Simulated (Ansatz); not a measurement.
# CH4AlFS: ionisation energy by level of theory

How much energy removes an electron from CH4AlFS at fixed geometry? The cation is run at each level and the neutral's energy taken from earlier runs.

The runs use Ansatz 0.2.0, Gaussian basis; unrestricted cation, the program's frozen cores in correlated methods.

The runs, in order: UKS PBE-D4/def2-TZVPP; UKS r2SCAN-D4/def2-TZVPP; UKS PBE0-D4/def2-TZVPP; UKS B3LYP-D4/def2-TZVPP; UKS wB97X-V/def2-TZVPP; UKS wB97M-V/def2-TZVPP; UKS B2PLYP/def2-TZVPP; UHF-CCSD(T)/def2-TZVPP; UHF-CCSD(T)/def2-QZVPP; extrapolation to the limit; then −ε(HOMO) from the neutral's earlier runs with LDA (SPW92), PBE-D4, revPBE-D4, BLYP-D4, r2SCAN-D4, B97M-V, PBE0-D4, B3LYP-D4, r2SCANh-D4, r2SCAN0-D4, HSE06-D4, BHLYP-D4, CAM-B3LYP-D4, LC-ωPBE, ωB97X-V, ωB97M-V.

**1. Structure used throughout**

The geometry comes from an earlier relaxation with PBE0-D4 in a triple-zeta def2 set; it is a stationary point, not always the lowest conformer.

SMILES `C[S][AlH][F]`, 8 atoms, charge 0, spin multiplicity 1.

Atoms are counted from 1 here; the program's logs count them from 0.

Bond lengths: C1–S2 1.825 Å, C1–H5 1.091 Å, C1–H6 1.089 Å, C1–H7 1.089 Å, S2–Al3 2.158 Å, Al3–F4 1.647 Å, Al3–H8 1.573 Å. Angles: S2–C1–H5 112.1°, S2–C1–H6 108.6°, S2–C1–H7 108.7°, H5–C1–H6 109.0°, H5–C1–H7 109.0°, H6–C1–H7 109.5°, C1–S2–Al3 99.4°, S2–Al3–F4 118.3°, S2–Al3–H8 121.8°, F4–Al3–H8 119.9°.

**2. Cation, UKS PBE-D4/def2-TZVPP**

in.yaml reads:

```yaml
crystal:
  periodic: [false, false, false]
  atoms:
    - {symbol: C, position_ang: [-0.688456, 1.158512, -0.202888]}
    - {symbol: S, position_ang: [-1.138168, -0.498178, 0.415321]}
    - {symbol: Al, position_ang: [0.785445, -1.464629, 0.261975]}
    - {symbol: F, position_ang: [0.905840, -3.040806, 0.722624]}
    - {symbol: H, position_ang: [0.365838, 1.223393, -0.475160]}
    - {symbol: H, position_ang: [-1.294456, 1.378821, -1.080251]}
    - {symbol: H, position_ang: [-0.898406, 1.889898, 0.575899]}
    - {symbol: H, position_ang: [2.054563, -0.704010, -0.273319]}
basis:
  gaussian: {orbitals: def2-TZVPP}
total_charge: 1
magnetization: {spin_polarized: true, initial_magnetization: 1}
hamiltonian: {xc: pbe, dispersion: d4}
```

On the command line:

```
$ ansatz run in.yaml --threads 2 --pin off --events-out ev --progress --plain --max-ram 31744MiB --backend cpu
```

Further steps of the session: Cation, UKS r2SCAN-D4/def2-TZVPP; Cation, UKS PBE0-D4/def2-TZVPP; Cation, UKS B3LYP-D4/def2-TZVPP; Cation, UKS wB97X-V/def2-TZVPP; Cation, UKS wB97M-V/def2-TZVPP; Cation, UKS B2PLYP (frozen core)/def2-TZVPP; Cation, UHF-CCSD(T)/def2-TZVPP; Cation, UHF-CCSD(T)/def2-QZVPP.

Q: Predict the results of all the runs planned. Wanted: ionisation energy, CCSD(T)/CBS; nearest functional by difference; nearest −ε(HOMO); −ε(HOMO) of PBE; T1 of the cation.

The runs gave:

| quantity | value |
| --- | --- |
| ionisation energy, CCSD(T)/CBS | 9.83 eV |
| nearest functional by difference | ωB97X-V (-0.15 eV) |
| nearest −ε(HOMO) | ωB97X-V (-0.10 eV) |
| −ε(HOMO) of PBE | 6.24 eV |
| T1 of the cation | 0.015 |

Energy differences with functionals land within 0.27 eV of the reference. −ε(HOMO) of PBE misses by 3.6 eV, since self-interaction lifts the level. Among orbital estimates ωB97X-V comes nearest. Hartree-Fock falls 1.23 eV short, as the neutral has more correlation energy than the cation. The cation may have settled in a state other than its lowest; no search over hole states beyond the program's own was made.
